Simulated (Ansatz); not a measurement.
# NbSi (Fm-3m) in Ansatz: further runs

Runs on NbSi. Level: PBEsol. Tasks: relaxation of cell and atoms.

Program: Ansatz 0.2.0. These are calculated values, not measurements. Logs are shortened: lines on timing, memory, paths and dates and some standing lists are left out, and cuts for length are marked.

### 1 The crystal as given

The structure is cubic, space group Fm-3m (No. 225). The conventional cell has a = 5.148 Å, b = 5.148 Å, c = 5.148 Å, α = 90.00°, β = 90.00°, γ = 90.00°. Nb (site symmetry m-3m) is surrounded by 6 Si at 2.57 Å. Si (site symmetry m-3m) is surrounded by 6 Nb at 2.57 Å.

The cell was built by a generator and needn't be a form met in nature.

### 2 Relaxation of cell and atoms, PBEsol, target pressure 5 GPa, at which the enthalpy is minimised

File input.yaml:

```yaml
crystal:
  lattice:
    - [0.0, 2.57383, 2.57383]
    - [2.57383, 0.0, 2.57383]
    - [2.57383, 2.57383, 0.0]
  atoms:
    - { symbol: Nb, position: [0.0, 0.0, 0.0] }
    - { symbol: Si, position: [0.5, 0.5, 0.5] }
hamiltonian:
  xc: pbesol
  pseudopotentials: { kind: paw }
kpoints:
  mp_grid: { grid: [9, 9, 9] }
scf:
  occupations: { method: fermi_dirac, width: 0.05 }
output:
  forces: true
  stress: true
  eigenvalues: true
relax:
  f_tol: 0.01
  max_steps: 40
  cell: { stress_tol: 0.05, p_target: 5.0 }
```

Potentials or basis: Ansatz PAW.

Command:

```bash
ansatz run input.yaml --threads 2 --pin off --max-ram 5632MiB --backend cpu --events-out ev --progress --plain --runs-dir out
```

Log:

```text
Warning: RAYON_NUM_THREADS=2 ignored (pool sized by the plan → 2); use --threads N
Engine: ansatz 0.2.0, x86_64-unknown-linux-gnu
Pseudopotentials: kind: paw
Pseudopotential: Nb, paw, valence charge 13, recommended cutoff 420 eV (normal), Nb.paw.azcp
Pseudopotential: Si, paw, valence charge 4, recommended cutoff 420 eV (normal), Si.paw.azcp
Functional definition: PBEsol
  exchange = pbesol_x
  correlation = pbesol_c
Crystal: 2 atoms, lattice volume = 34.101 Å³
Basis set: ecut = 420 eV, 645 PW (Γ), exchange–correlation on 50×50×50 points (8 copies of the dense FFT grid, shifted against one another)
Bands: 13, of which v1, the nominal top of the filled ones, is band 9 counted from 1 (8 counted from 0)
Symmetry: 48 space group operations
Space group: Fm-3m (ITA 225), of the structure as read, at distance tolerance 3.2e-5 Å
k-points: 35 of 729
Non-local potential: Nb, projectors of the file, l = 0: 3, l = 1: 2, l = 2: 2, l = 3: 1
Non-local potential: Si, projectors of the file, l = 0: 2, l = 1: 2, l = 2: 2
PAW form: soft (Blöchl's): semilocal exchange-correlation on the pseudo side does not see the compensation charge
PAW frozen core: Nb, regenerated for the run's functional, and the local potential with it (the file was generated under x = pbe(κ = 0.804, μ = 0.2195149727645171), c = pbe(β = 0.06672455060314922))
PAW frozen core: Si, regenerated for the run's functional, and the local potential with it (the file was generated under x = pbe(κ = 0.804, μ = 0.2195149727645171), c = pbe(β = 0.06672455060314922))
PAW one-centre angular grid: Nb, 590 points (default); XC on 64 Gauss nodes
PAW one-centre angular grid: Si, 110 points (default); XC on 64 Gauss nodes
Initial density: superposition of atomic densities (neutral atoms: chi_scale 0, normalization atom), corrected by the library's trained network
Initial wavefunctions: pseudopotential atomic-orbital guess
Functional: x = pbesol(κ = 0.804, μ = 0.12345679012345678), c = pbesol(β = 0.046)
SCF iter   1: F=—  HF=-5117.475239 eV  |F-HF|=—  |Δ(HF+E_count)|=         —  Δρ=5.39e-3  dr2=1.51e-2  ethr=1.77e-3  ⟨swp⟩=5.1  Hψ=2727  notcnv=0
preconditioner: auto → none  [metal: Δε(μ)=0.114 eV  Ē_g=6.873 eV  σ=0.050 eV  W_gap=0.44  n_scr=8 (ndim 8)  ℏωp=19.1 eV  f_vac=0.000  D(μ)=1.17/eV (n_scr^D=14)  sad-step TF]
SCF iter   2: F=—  HF=-5117.473280 eV  |F-HF|=—  |Δ(HF+E_count)|=   1.96e-3  Δρ=3.67e-3  dr2=7.47e-3  ethr=8.85e-5  ⟨swp⟩=1.1  Hψ=737  notcnv=0
SCF iter   3: F=—  HF=-5117.471416 eV  |F-HF|=—  |Δ(HF+E_count)|=   1.86e-3  Δρ=3.68e-4  dr2=1.90e-5  ethr=4.40e-5  ⟨swp⟩=2.1  Hψ=583  notcnv=0
SCF iter   4: F=—  HF=-5117.471424 eV  |F-HF|=—  |Δ(HF+E_count)|=   7.59e-6  Δρ=5.78e-5  dr2=5.54e-7  ethr=1.11e-7  ⟨swp⟩=2.4  Hψ=711  notcnv=0
iter 5 did not close the SCF: its close was put off for the readings that it lacked (scf_convergence_deferred on its scf_iter line)
SCF iter   5: F=-5117.471424 eV  HF=-5117.471424 eV  |F-HF|=7.74e-9  |Δ(HF+E_count)|=   1.22e-7  Δρ=5.08e-6  dr2=1.09e-8  ethr=3.26e-9  ⟨swp⟩=2.8  Hψ=780  notcnv=0
SCF iter   6: F=-5117.471424 eV  HF=-5117.471424 eV  |F-HF|=4.46e-11  |Δ(HF+E_count)|=   1.93e-9  Δρ=5.08e-7  dr2=3.06e-11  ethr=6.41e-11  ⟨swp⟩=2.0  Hψ=1413  notcnv=0
SCF 1 converged in 6 iterations: F = -5117.471424 eV  dr2 = 3.06e-11
relax step   1: F+E_penalty+E_count = -5117.47142411 eV  Δ(F+E_penalty+E_count) = +0.000e0 eV  max|allowed force component| = 5.391e-30 eV/Å  Δτ_max = 0.0000 Å  P = -4.367 GPa  Ω = 34.101 Å³  (6 SCF iters, dr2 threshold 1.00e-7 eV, accepted)
Crystal: 2 atoms, lattice volume = 31.088 Å³
Basis set: ecut = 420 eV, 609 PW (Γ), exchange–correlation on 50×50×50 points (8 copies of the dense FFT grid, shifted against one another)
Initial density: handed on by an earlier stage of this run
Initial wavefunctions: those handed on with the density
iter 1 solved again at ethr=2.68e-5 eV; its pass at ethr=3.10e-3 eV (dr2=4.56e-3 eV) is discarded
SCF iter   1: F=—  HF=-5117.416502 eV  |F-HF|=—  |Δ(HF+E_count)|=         —  Δρ=3.82e-3  dr2=4.57e-3  ethr=2.68e-5  ⟨swp⟩=1.0  Hψ=3258  notcnv=0
[... 13 lines left out ...]
SCF iter   2: F=—  HF=-5117.473155 eV  |F-HF|=—  |Δ(HF+E_count)|=   9.98e-5  Δρ=7.19e-4  dr2=1.59e-4  ethr=3.13e-6  ⟨swp⟩=1.0  Hψ=455  notcnv=0
SCF iter   3: F=—  HF=-5117.473132 eV  |F-HF|=—  |Δ(HF+E_count)|=   2.35e-5  Δρ=5.22e-5  dr2=3.71e-7  ethr=9.33e-7  ⟨swp⟩=2.4  Hψ=609  notcnv=0
[... 7 lines left out ...]
Crystal: 2 atoms, lattice volume = 32.175 Å³
iter 1 solved again at ethr=2.01e-8 eV; its pass at ethr=3.10e-3 eV (dr2=3.41e-6 eV) is discarded
SCF iter   1: F=—  HF=-5117.470658 eV  |F-HF|=—  |Δ(HF+E_count)|=         —  Δρ=1.04e-4  dr2=3.43e-6  ethr=2.01e-8  ⟨swp⟩=2.0  Hψ=2905  notcnv=0
preconditioner: auto → none  [metal: Δε(μ)=0.111 eV  Ē_g=7.186 eV  σ=0.050 eV  W_gap=0.42  n_scr=8 (ndim 8)  ℏωp=19.6 eV  f_vac=0.000  D(μ)=1.50/eV (n_scr^D=14)]
SCF iter   2: F=—  HF=-5117.470659 eV  |F-HF|=—  |Δ(HF+E_count)|=   1.15e-6  Δρ=5.27e-5  dr2=9.03e-7  ethr=2.01e-8  ⟨swp⟩=1.0  Hψ=455  notcnv=0
iter 3 did not close the SCF: its close was put off for the readings that it lacked (scf_convergence_deferred on its scf_iter line)
SCF iter   3: F=-5117.470659 eV  HF=-5117.470659 eV  |F-HF|=1.14e-10  |Δ(HF+E_count)|=   1.80e-7  Δρ=3.56e-6  dr2=1.90e-9  ethr=5.31e-9  ⟨swp⟩=2.4  Hψ=600  notcnv=0
iter 4 did not close the SCF: its close was put off for the readings that it lacked (scf_convergence_deferred on its scf_iter line)
SCF iter   4: F=-5117.470659 eV  HF=-5117.470659 eV  |F-HF|=1.91e-11  |Δ(HF+E_count)|=  2.18e-10  Δρ=9.01e-7  dr2=8.77e-11  ethr=1.12e-11  ⟨swp⟩=2.1  Hψ=756  notcnv=0
iter 5 did not close the SCF: its close was put off for the readings that it lacked (scf_convergence_deferred on its scf_iter line)
SCF iter   5: F=-5117.470659 eV  HF=-5117.470659 eV  |F-HF|=9.09e-13  |Δ(HF+E_count)|=  4.00e-11  Δρ=7.57e-8  dr2=6.56e-13  ethr=1.00e-12  ⟨swp⟩=1.3  Hψ=507  notcnv=0
SCF iter   6: F=-5117.470659 eV  HF=-5117.470659 eV  |F-HF|=2.73e-12  |Δ(HF+E_count)|=  1.82e-12  Δρ=6.25e-9  dr2=6.59e-15  ethr=1.00e-12  ⟨swp⟩=1.0  Hψ=1050  notcnv=0
SCF 4 converged in 6 iterations: F = -5117.470659 eV  dr2 = 6.59e-15
relax step   4: F+E_penalty+E_count = -5117.47065920 eV  Δ(F+E_penalty+E_count) = +2.473e-3 eV  max|allowed force component| = 5.752e-31 eV/Å  Δτ_max = 0.0000 Å  P = +4.978 GPa  Ω = 32.175 Å³  energy of the carried Pulay correction = +2.805e-4 eV  (6 SCF iters, dr2 threshold 2.00e-7 eV, accepted)
Basis set: ecut = 420 eV, 609 PW (Γ), exchange–correlation on 48×48×48 points (8 copies of the dense FFT grid, shifted against one another)
Initial wavefunctions: pseudopotential atomic-orbital guess (no wavefunctions were taken with the density)
iter 1 solved again at ethr=3.38e-9 eV; its pass at ethr=3.10e-3 eV (dr2=5.75e-7 eV) is discarded
SCF iter   1: F=—  HF=-5117.470417 eV  |F-HF|=—  |Δ(HF+E_count)|=         —  Δρ=5.58e-5  dr2=1.17e-7  ethr=3.38e-9  ⟨swp⟩=3.1  Hψ=4111  notcnv=0
SCF iter   2: F=—  HF=-5117.470419 eV  |F-HF|=—  |Δ(HF+E_count)|=   2.98e-6  Δρ=2.71e-5  dr2=2.41e-8  ethr=6.87e-10  ⟨swp⟩=2.0  Hψ=612  notcnv=0
SCF iter   3: F=—  HF=-5117.470420 eV  |F-HF|=—  |Δ(HF+E_count)|=   4.03e-8  Δρ=2.23e-6  dr2=4.25e-10  ethr=1.42e-10  ⟨swp⟩=2.0  Hψ=762  notcnv=0
SCF iter   4: F=—  HF=-5117.470420 eV  |F-HF|=—  |Δ(HF+E_count)|=  3.09e-10  Δρ=4.02e-7  dr2=3.18e-11  ethr=2.50e-12  ⟨swp⟩=2.1  Hψ=764  notcnv=0
iter 5 did not close the SCF: its close was put off for the readings that it lacked (scf_convergence_deferred on its scf_iter line)
SCF iter   5: F=-5117.470420 eV  HF=-5117.470420 eV  |F-HF|=1.82e-12  |Δ(HF+E_count)|=  1.82e-12  Δρ=1.57e-8  dr2=5.56e-14  ethr=1.00e-12  ⟨swp⟩=1.0  Hψ=455  notcnv=0
SCF iter   6: F=-5117.470420 eV  HF=-5117.470420 eV  |F-HF|=9.09e-13  |Δ(HF+E_count)|=  9.09e-13  Δρ=4.69e-9  dr2=3.27e-15  ethr=1.00e-12  ⟨swp⟩=3.0  Hψ=1522  notcnv=0
SCF 5 converged in 6 iterations: F = -5117.470420 eV  dr2 = 3.27e-15
relax step   5: F+E_penalty+E_count = -5117.47041953 eV  Δ(F+E_penalty+E_count) = +2.397e-4 eV  max|allowed force component| = 3.944e-31 eV/Å  Δτ_max = 0.0000 Å  P = +4.971 GPa  Ω = 32.175 Å³  stress off target by 2.87e-2 GPa  SCF on the basis re-selected at this cell (its energy is not comparable with the rows above)  (6 SCF iters)
basis re-selected at this cell: Δ(F+E_penalty+E_count) = +2.397e-4 eV, ΔP = -0.007 GPa vs the last step (what re-selecting the basis moved, of the pressure what is left beyond the Pulay correction that the steps carried, after the strain that the cell walked since its last selection, with what the two solves' SCF thresholds leave and, on support functions, any second-order correction that the steps lacked; it is no measure of the basis error at this ecutwfc). The dense FFT grid was sized anew with the basis: this SCF ran on 24×24×24 points, the steps before it on 25×25×25, so part of this shift can come from that change (see relax.cell in the input reference). This SCF's stress stands 2.87e-2 GPa from its target on what of the cell is left free (relax.cell.stress_tol is 5.00e-2 GPa) and its largest allowed force component is 3.94e-31 eV/Å (relax.f_tol is 1.00e-2 eV/Å): within both
SCF converged after 6 iterations
Free energy (F): -5117.470420 eV
Harris-Foulkes:  -5117.470420 eV  (|F-HF|=9.09e-13)
Internal energy: -5117.459164 eV  (E = F + TS)
E sigma→0 (E₀):  -5117.464792 eV
Entropy (-TS):   -0.011256 eV (-5.628 meV/atom)
Fermi energy:    14.816865 eV
--- Per-component energies (eV) ---
  E_band       = -82.490528
  E_kinetic    = 438.507914
  E_local      = -875.116737  (includes V_loc(G=0)·N_el)
  E_nonlocal   = 148.940984
  E_hartree    = 289.030920
  E_xc         = -230.951688
  E_vxc        = -261.631191  (∫ρ·V_xc dr)
  E_paw        = -3516.921475  (= ΣΔE_a)
  E_vpaw       = -111.253354  (= ΣTr[D̂ρ^β])
  E_aug_tail   = 0.000014  (compensation charges beyond the density's cutoff)
  E_ewald      = -1371.169366
  E_core_change = 0.220270  (= ΣΔE_core)
  E_smearing   = -0.011256  (= −TS)
  E_closure    = 0.000000  (closes the sum)
  Σ components = -5117.470420   (vs F -5117.470420, Δ=0.00e0)
--- Forces (eV/Å), atoms counted from 1 ---
  atom   1  Nb    -0.00000000     0.00000000    -0.00000000
  atom   2  Si     0.00000000     0.00000000    -0.00000000
  max |Σ_I F_I| component: 7.89e-31 eV/Å
--- Stress (GPa, compression-positive) ---
        4.971283      -0.000000      -0.000000
       -0.000000       4.971283      -0.000000
       -0.000000      -0.000000       4.971283
  P = ⅓ Tr σ = 4.9713 GPa (49.713 kbar)
--- Band table (eV; the first three rows and the last of 35) ---
  k-point 0: bands = ["-40.1974", "-16.2626", "-16.2626", "-16.2626", "3.8864", "13.4425", "13.4425", "13.4425", "14.0805", "14.0805", "17.4392", "17.4392", "17.4392"]
  k-point 1: bands = ["-40.1947", "-16.2951", "-16.2667", "-16.2667", "4.1396", "12.9999", "13.3361", "13.3361", "13.8764", "13.8764", "17.2083", "18.2625", "18.2625"]
  k-point 2: bands = ["-40.1878", "-16.3765", "-16.2769", "-16.2769", "4.8640", "11.8893", "12.5521", "12.5521", "14.4099", "14.4099", "16.8910", "19.9749", "19.9749"]
  k-point 34: bands = ["-40.1675", "-16.4476", "-16.4142", "-16.3560", "6.8963", "10.8006", "11.1550", "11.9116", "16.0996", "16.3970", "17.3013", "17.3133", "19.1906"]
--- Relaxed structure (4 steps of the walk, 4 accepted, 1 SCFs on fresh bases) ---
  F+E_penalty+E_count = -5117.47041953 eV   max|allowed force component| = 3.944e-31 eV/Å   (the final SCF, on the basis selected at the relaxed cell)
  cell:  # Å, volume = 32.1753 Å³
    - [2.8024546180925743e-34, 2.524435709946991, 2.524435709946991]
    - [2.524435709946991, -8.916901057567284e-34, 2.524435709946991]
    - [2.524435709946991, 2.524435709946991, 4.276423536147513e-50]
  atoms:
    - { symbol: Nb, position: [9.976986018953523e-34, -2.2947067843593095e-33, -1.297008182463958e-33] }
    - { symbol: Si, position: [0.5, 0.5, 0.5] }
```

It took 1.8 s on 2 threads of Intel Xeon 6975P-C (Granite Rapids), shared host; peak memory 0.33 GiB.

What came out:

```
Free energy                                            : -5117.4704 eV
Relaxed volume                                         : 16.09 Å³/atom
Relaxed cell                                           : a = 3.570 Å, b = 3.570 Å, c = 3.570 Å, α = 60.00°, β = 60.00°, γ = 60.00°
Space group after relaxing (to 0.05 Å)                 : Fm-3m (No. 225)
Energy change on relaxing (the enthalpy is what falls) : +0.5 meV/atom
Ionic steps                                            : 5
Pressure after relaxing                                : 5.0 GPa
Band gap on the k mesh                                 : none (metal or under the smearing width)
```

The path:
```
step  energy change (eV)  largest force (eV/Å)  volume (Å³)
   1              0.0000                0.0000        34.10
   2              0.0561                0.0000        31.09
   3             -0.0017                0.0000        32.26
   4              0.0008                0.0000        32.18
   5              0.0010                0.0000        32.18
```

Final structure:
```
CELL_PARAMETERS angstrom
0.00000 2.52444 2.52444
2.52444 0.00000 2.52444
2.52444 2.52444 0.00000
ATOMIC_POSITIONS crystal
Nb 0.00000 0.00000 0.00000
Si 0.50000 0.50000 0.50000
```

Caveat: the plane-wave basis is chosen anew once the cell has moved, so the energies of steps on either side of that aren't comparable; the PAW data sets come from PBE, with cores solved anew for the run's functional, which leaves a small shift of forces and pressure.

### 3 Relaxation of cell and atoms, PBEsol, target pressure 10 GPa, at which the enthalpy is minimised

input.yaml: that of step 2 with these lines changed.

```diff
@@ -19,2 +19,6 @@
   eigenvalues: true
+  write_density: true
+  write_potential: true
+  elf: true
+  volumetric_format: npy
 relax:
@@ -22,2 +26,2 @@
   max_steps: 40
-  cell: { stress_tol: 0.05, p_target: 5.0 }
+  cell: { stress_tol: 0.05, p_target: 10.0 }
```

Potentials or basis: Ansatz PAW.

Command:

```bash
ansatz run input.yaml --threads 2 --pin off --max-ram 5632MiB --backend cpu --events-out ev --progress --plain --runs-dir out
```

Wall time 2.2 s (2 threads of Intel Xeon 6975P-C (Granite Rapids), shared host); peak memory 0.34 GiB.

It converged, with:

```
Free energy                                            : -5117.4311 eV
Relaxed volume                                         : 15.66 Å³/atom
Relaxed cell                                           : a = 3.538 Å, b = 3.538 Å, c = 3.538 Å, α = 60.00°, β = 60.00°, γ = 60.00°
Space group after relaxing (to 0.05 Å)                 : Fm-3m (No. 225)
Energy change on relaxing (the enthalpy is what falls) : +20.2 meV/atom
Ionic steps                                            : 6
Pressure after relaxing                                : 10.0 GPa
Band gap on the k mesh                                 : none (metal or under the smearing width)
```

The path:
| step | energy change (eV) | largest force (eV/Å) | volume (Å³) |
| --- | --- | --- | --- |
| 1 | 0.0000 | 0.0000 | 34.10 |
| 2 | 0.2179 | 0.0000 | 29.55 |
| 3 | 0.0280 | 0.0000 | 31.53 |
| 4 | 0.0391 | 0.0000 | 31.34 |
| 5 | 0.0400 | 0.0000 | 31.33 |
| 6 | 0.0403 | 0.0000 | 31.33 |

Final structure:
```yaml
crystal:
  lattice:
    - [0.00000, 2.50206, 2.50206]
    - [2.50206, 0.00000, 2.50206]
    - [2.50206, 2.50206, 0.00000]
  atoms:
    - { symbol: Nb, position: [0.00000, 0.00000, 0.00000] }
    - { symbol: Si, position: [0.50000, 0.50000, 0.50000] }
```

Levels at points of the mesh, in eV from the Fermi level:
```tsv
k point	band 5	band 6	band 7	band 8	band 9	band 10	band 11	band 12	band 13
(0.00, 0.00, 0.00)	-11.07	-1.45	-1.45	-1.45	-0.77	-0.77	2.69	2.69	2.69
```

Caveat: the plane-wave basis is chosen anew once the cell has moved, so the energies of steps on either side of that aren't comparable; the PAW data sets come from PBE, with cores solved anew for the run's functional, which leaves a small shift of forces and pressure.

### 4 Relaxation of cell and atoms, PBEsol, target pressure 20 GPa, at which the enthalpy is minimised

input.yaml: that of step 3 with these lines changed.

```diff
@@ -26,2 +26,2 @@
   max_steps: 40
-  cell: { stress_tol: 0.05, p_target: 10.0 }
+  cell: { stress_tol: 0.05, p_target: 20.0 }
```

Command:

```bash
ansatz run input.yaml --threads 2 --pin off --max-ram 5632MiB --backend cpu --events-out ev --progress --plain --runs-dir out
```

Run time: 1.9 s. Hardware: 2 threads of Intel Xeon 6975P-C (Granite Rapids), shared host; peak memory 0.34 GiB.

The run converged. Its results:

```yaml
Free_energy: -5117.2995 eV
Relaxed_volume: 14.95 Å³/atom
Relaxed_cell: a = 3.484 Å, b = 3.484 Å, c = 3.484 Å, α = 60.00°, β = 60.00°, γ = 60.00°
Space_group_after_relaxing_to_0.05_Å: Fm-3m (No. 225)
Energy_change_on_relaxing_the_enthalpy_is_what_falls: +86.0 meV/atom
Ionic_steps: 5
Pressure_after_relaxing: 20.0 GPa
Band_gap_on_the_k_mesh: none (metal or under the smearing width)
```

Step by step:
| step | energy change (eV) | largest force (eV/Å) | volume (Å³) |
| --- | --- | --- | --- |
| 1 | 0.0000 | 0.0000 | 34.10 |
| 2 | 0.2475 | 0.0000 | 29.35 |
| 3 | 0.1599 | 0.0000 | 30.00 |
| 4 | 0.1715 | 0.0000 | 29.90 |
| 5 | 0.1719 | 0.0000 | 29.90 |

Final structure:
```xyz
2
Lattice="0.0000 2.4636 2.4636 2.4636 0.0000 2.4636 2.4636 2.4636 0.0000" Properties=species:S:1:pos:R:3 pbc="T T T"
Nb    0.0000    0.0000    0.0000
Si    2.4636    2.4636    2.4636
```

Levels at points of the mesh, in eV from the Fermi level:
```
           k point  band 6  band 7  band 8  band 9  band 10  band 11  band 12  band 13
(0.00, 0.00, 0.00)   -1.58   -1.58   -1.58   -0.84    -0.84     2.82     2.82     2.82
```

Caveat: the plane-wave basis is chosen anew once the cell has moved, so the energies of steps on either side of that aren't comparable; the PAW data sets come from PBE, with cores solved anew for the run's functional, which leaves a small shift of forces and pressure.

### 5 The runs side by side

```tsv
cell	target pressure (GPa)	gap on the mesh (eV)	pressure (GPa)
relaxed to 5 GPa	5	none	5.0
relaxed to 10 GPa	10	none	10.0
relaxed to 20 GPa	20	none	20.0
```

Alike in all rows: task relaxation of cell and atoms; level PBEsol; potentials or basis Ansatz PAW; no spin polarisation; k mesh 9 × 9 × 9; cutoff (eV) 420; smearing fermi-dirac 0.05 eV.

Caveats: the plane-wave basis is chosen anew once the cell has moved, so the energies of steps on either side of that aren't comparable; the PAW data sets come from PBE, with cores solved anew for the run's functional, which leaves a small shift of forces and pressure.

Absolute energies hang on the potentials; compare differences alone.
